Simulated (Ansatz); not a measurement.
# C3H3Cl2F3: the cost of one run

Program: Ansatz 0.2.0, Gaussian basis. Level of theory: the settings change from run to run. These are calculated values, not measurements.

## (1) The molecule

The structure was relaxed beforehand with PBE0-D4 in a triple-zeta def2 set.

SMILES `FC(F)(F)CC(Cl)Cl`, 11 atoms, charge 0, spin multiplicity 1.

Atoms are counted from 1 here; the program's logs count them from 0.

Bond lengths: F1–C2 1.339 Å, C2–F3 1.342 Å, C2–F4 1.332 Å, C2–C5 1.513 Å, C5–C6 1.514 Å, C5–H9 1.092 Å, C5–H10 1.091 Å, C6–Cl7 1.775 Å, C6–Cl8 1.768 Å, C6–H11 1.087 Å. Angles: F1–C2–F3 107.4°, F1–C2–F4 107.3°, F1–C2–C5 109.6°, F3–C2–F4 107.4°, F3–C2–C5 111.3°, F4–C2–C5 113.5°, C2–C5–C6 114.7°, C2–C5–H9 106.3°, C2–C5–H10 108.7°, C6–C5–H9 108.0°, C6–C5–H10 110.5°, H9–C5–H10 108.2°, C5–C6–Cl7 108.9°, C5–C6–Cl8 112.5°, C5–C6–H11 111.7°, Cl7–C6–Cl8 110.3°, Cl7–C6–H11 106.5°, Cl8–C6–H11 106.7°.

## (2) wB97X-V/def2-mTZVP

This run has the search for lower states set to light.

File in.yaml:

```yaml
crystal:
  periodic: [false, false, false]
  atoms:
    - {symbol: F, position_ang: [-2.349840, 0.458364, -0.439344]}
    - {symbol: C, position_ang: [-1.186418, -0.194813, -0.551674]}
    - {symbol: F, position_ang: [-1.374926, -1.433624, -0.072096]}
    - {symbol: F, position_ang: [-0.918898, -0.306259, -1.851648]}
    - {symbol: C, position_ang: [-0.115519, 0.539229, 0.224970]}
    - {symbol: C, position_ang: [1.172264, -0.234171, 0.413652]}
    - {symbol: Cl, position_ang: [2.166923, 0.594312, 1.628231]}
    - {symbol: Cl, position_ang: [2.074577, -0.423471, -1.094544]}
    - {symbol: H, position_ang: [-0.536137, 0.741605, 1.211782]}
    - {symbol: H, position_ang: [0.080127, 1.493627, -0.265144]}
    - {symbol: H, position_ang: [0.987834, -1.234808, 0.795805]}
basis:
  gaussian: {orbitals: def2-mTZVP}
hamiltonian: {xc: {name: wB97X-V}}
scf: {lower_state_search: light}
```

Command:

```bash
ansatz run in.yaml --threads 2 --pin off --events-out ev --progress --plain --max-ram 32768MiB --backend cpu
```

Q: Estimate wall time and peak memory on 2 threads of AMD EPYC 7R13, shared host.

About 9.5 s, with a peak of 0.59 GiB.
